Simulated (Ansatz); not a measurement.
# RuC+ (quartet): the correlation ladder, def2-QZVPP

The task here is to estimate one member of a computed series from the others.

The runs use Ansatz 0.2.0, Gaussian basis; def2-QZVPP, core rule «outside noble gas», up to 5 orbitals frozen.

The runs, in order: UHF; ROHF; CCSD(T) on UHF.

2 further runs of the same task are left out: 2 set aside as unsound or not needed.

### What is computed

The geometry is a PBE0/def2-TZVP stationary point (not a proven minimum) of the parent state, kept for this charge and spin. No spin-orbit coupling is included. Elements past krypton take def2 core potentials.

2 atoms, charge 1, spin multiplicity 4.

Atoms are counted from 1 here; the program's logs count them from 0.

Bond lengths: Ru1–C2 1.605 Å.

Set-up of the first run:

in.yaml

```yaml
crystal:
  periodic: [false, false, false]
  atoms:
    - {symbol: Ru, position_ang: [0.000000, 0.000000, 0.000000]}
    - {symbol: C, position_ang: [0.000000, 0.000000, 1.605400]}
basis:
  gaussian: {orbitals: "def2-QZVPP.json"}
total_charge: 1
magnetization: {spin_polarized: true, initial_magnetization: 3}
hamiltonian: {xc: hf}
output: {orbitals: {seedname: orbitals}}
```

Run with:

```bash
$ ansatz run in.yaml --threads 1 --pin off --events-out ev --progress --plain --max-ram 4096MiB --backend cpu
```

Steps of the session up to this table: UHF; ROHF; CCSD(T) on UHF.

One of the session's tables, all rows but one given; the rest of the session is left out.

It belongs to the step «Misses and costs». 

| method | from UCCSD(T) (kcal/mol) |
| --- | --- |
| ROHF | +273.60 |
| UHF | +261.97 |
| UMP2 | +14.09 |
| UCCSD | ? |
| UCCSD(T) | 0 |

**Question.** Estimate the row for UCCSD.

The run gave: from UCCSD(T) (kcal/mol): +17.30. In the column «from UCCSD(T) (kcal/mol)» it lies between UMP2 (+14.09) and UHF (+261.97).
